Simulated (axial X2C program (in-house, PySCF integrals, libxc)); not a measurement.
# ONdS: the levels of the configuration f(δφ)2 f(π)0

Which Ω levels does ONdS have in the configuration f(δφ)2 f(π)0, and how far apart?

Program: an in-house X2C program for linear molecules on PySCF integrals. Level of theory: two-component X2C, average-of-configuration Hartree–Fock and CI in the open shells. These are calculated values, not measurements.

All values are calculated.

## (1) The job

task.json reads:

```json
{
 "zs": [
  8,
  60,
  16
 ],
 "q": 0,
 "bas": [
  "dyall-v3z",
  "dyall-v3z",
  "dyall-v3z"
 ],
 "r0": 1.72,
 "metal": 1,
 "shells": [
  [
   3,
   [
    2,
    3
   ],
   2
  ],
  [
   3,
   [
    1
   ],
   0
  ]
 ],
 "fix": 0,
 "emax": 3.5,
 "nroots": 6,
 "r2": 2.15
}
```

Keys: zs atomic numbers; q charge; bas basis sets; r0 starting distance in Å; metal index of the metal atom; shells open shells as [l, |m| values, electrons]; fix electron count of the first shell held; emax energy window in eV; nroots roots for each Ω; r2 second bond in Å, held.

Command:

```
$ python soci.py task.json out
```

Two-component X2C with atomic mean-field Coulomb and Gaunt terms, basis O dyall-v3z, Nd dyall-v3z, S dyall-v3z (cores contracted in-house). Orbitals come from Hartree–Fock averaged over the configuration Nd f(δφ)2 f(π)0; CI then distributes these electrons over the f(δφ), f(π) shells of Nd.

## (2) CI at O–Nd–S held linear, bonds 1.739 and 2.150 Å (the second held)

Output:

```text
average of configuration f(δφ)2 f(π)0
basis functions 267  fitting functions 1415
iter      average energy  largest gradient
   1     -10088.262261960   6.72e+00
   2     -10089.467666661   2.34e-01
   3     -10089.481439104   2.19e-02
   4     -10089.482632714   3.99e-02
   5     -10089.483581620   2.87e-03
   6     -10089.483620772   3.67e-03
   7     -10089.483646531   7.46e-04
   8     -10089.483648583   1.39e-04
   9     -10089.483650489   3.43e-04
  10     -10089.483650876   5.61e-05
  11     -10089.483650959   2.41e-05
  12     -10089.483651020   4.86e-05
  13     -10089.483651057   3.26e-05
  14     -10089.483651069   6.54e-06
converged
CI levels
2*Omega        energy/Eh    cm-1   g(par)  dipole/D  leading shell counts
    8    -10089.55577335        0   6.113   -1.578  {'2 0': 1.0}
   10    -10089.54539056     2279  10.043   -1.575  {'2 0': 1.0}
   12    -10089.53535066     4482  13.998   -1.573  {'2 0': 1.0}
    0    -10089.53299391     5000   0.000   -1.580  {'2 0': 1.0}
    2    -10089.52672450     6375   3.693   -1.579  {'2 0': 1.0}
    2    -10089.50054665    12121   2.165   -1.577  {'2 0': 1.0}
    0    -10089.50040239    12153   0.000   -1.573  {'2 0': 1.0}
    4    -10089.49767834    12750   5.918   -1.578  {'2 0': 1.0}
    0    -10089.49402084    13553   0.000   -1.574  {'2 0': 1.0}
    0    -10089.48666776    15167   0.000   -1.576  {'2 0': 1.0}
    2    -10089.46910664    19021   2.014   -1.574  {'2 0': 1.0}
    8    -10089.45850298    21348   8.055   -1.589  {'2 0': 1.0}
   12    -10089.43391890    26744  12.006   -1.562  {'2 0': 1.0}
    0    -10089.42955111    27703   0.000   -1.572  {'2 0': 1.0}
   10    -10089.42848083    27937  10.044   -1.575  {'2 0': 1.0}
```

Dipoles in the output refer to the first atom as origin.

Wall time 4.7 s (1 thread of AMD EPYC 7R43 (Zen 3), shared host); peak memory 0.49 GiB.

Active spinors (ω > 0; filled shells left out):

```csv
shell,ω,ε (eV),character
f(δφ),3/2,3.52,100% Nd f
f(δφ),5/2,3.69,100% Nd f
f(δφ),5/2,4.25,100% Nd f
f(δφ),7/2,4.44,100% Nd f
f(π),1/2,6.39,"60% Nd f, 20% Nd d, 8% Nd p"
f(π),3/2,6.39,"60% Nd f, 20% Nd d, 8% Nd p"
```

The levels:

```csv
Ω,energy (cm⁻¹),g∥,μ (D),configuration
4,0,6.11,-1.58,100% f(δφ)2
5,2279,10.04,-1.58,100% f(δφ)2
6,4482,14.00,-1.57,100% f(δφ)2
0,5000,0.00,-1.58,100% f(δφ)2
1,6375,3.69,-1.58,100% f(δφ)2
1,12121,2.16,-1.58,100% f(δφ)2
0,12153,0.00,-1.57,100% f(δφ)2
2,12750,5.92,-1.58,100% f(δφ)2
0,13553,0.00,-1.57,100% f(δφ)2
0,15167,0.00,-1.58,100% f(δφ)2
1,19021,2.01,-1.57,100% f(δφ)2
4,21348,8.06,-1.59,100% f(δφ)2
6,26744,12.01,-1.56,100% f(δφ)2
0,27703,0.00,-1.57,100% f(δφ)2
5,27937,10.04,-1.58,100% f(δφ)2
```

g∥ is the magnitude of 2⟨Lz + ge Sz⟩ for the +Ω component. μ is positive if the S end is positive.

## (3) The same at O–Nd–S held linear, bonds 1.617 and 2.150 Å (the second held)

```csv
Ω,energy (cm⁻¹),g∥,μ (D),configuration
4,0,6.09,-3.29,100% f(δφ)2
5,2284,10.03,-3.29,100% f(δφ)2
6,4465,14.00,-3.29,100% f(δφ)2
0,4979,0.00,-3.29,100% f(δφ)2
1,6240,3.73,-3.29,100% f(δφ)2
1,12060,2.15,-3.29,100% f(δφ)2
0,12078,0.00,-3.29,100% f(δφ)2
2,12710,5.94,-3.29,100% f(δφ)2
0,13336,0.00,-3.29,100% f(δφ)2
0,14972,0.00,-3.29,100% f(δφ)2
```

## (4) Curves along the O–Nd bond, the other held

The same input was run at the other distances (logs left out). Energies in cm⁻¹ from the lowest point; levels are followed by energy order within each Ω.

```csv
R (Å),(1)Ω=4,(1)Ω=5,(1)Ω=6,(1)Ω=0,(1)Ω=1,(2)Ω=1,(2)Ω=0
1.617,2893,5177,7358,7872,9133,14954,14971
1.678,658,2940,5132,5653,6974,12753,12776
1.739,0,2279,4482,5000,6375,12121,12153
1.809,725,2990,5202,5687,7138,12859,12900
1.878,2573,4832,7055,7517,9021,14722,14775
1.956,5667,7916,10149,10564,12132,17822,17888
2.052,10473,12712,14957,15296,16939,22629,22712
```

Constants where the minimum is well bracketed:

```csv
level of the curve,Te (cm⁻¹),Re (Å),ωe (cm⁻¹)
(1)Ω=4,0,1.739,861.9
(1)Ω=5,2277,1.739,860.0
(1)Ω=6,4480,1.739,860.3
(1)Ω=0,4994,1.740,854.1
(1)Ω=1,6372,1.736,860.1
(2)Ω=1,12119,1.738,860.8
(2)Ω=0,12150,1.737,861.7
```

## (5) Summary of results

```
                 quantity                          value
lowest level of the model  Ω = 4, g∥ = 6.11, 100% f(δφ)2
               next level        Ω = 5, 2279 cm⁻¹ higher
  lowest curve, Re and ωe            1.739 Å, 861.9 cm⁻¹
```

What this shows: In the lowest level ⟨Sz⟩ = -0.94 and ⟨Lz⟩ = 4.94; its leading determinant has weight 0.78 among 5. From 1.739 to 1.617 Å the gap from the lowest to the fifth level goes from 6375 to 6240 cm⁻¹. Without dynamic correlation distances can be off by several hundredths of an Å, and the wavenumbers are rough. There is no dynamic correlation: spin–orbit spacings and, for f shells, spacings inside one term are the most reliable numbers, splittings between terms come out too wide, and energies between configurations are not reliable, so the lowest level need not be the ground state of the molecule. At most 6 roots were kept for each Ω > 0 (twice that for Ω = 0) within 3.5 eV of the lowest, so higher up levels can be missing between those listed; levels with Ω > 0 are doubly degenerate and listed once, Ω = 0 levels singly. States that fill the shells left empty in the average are placed too high. The molecule was held linear; bending was not examined.
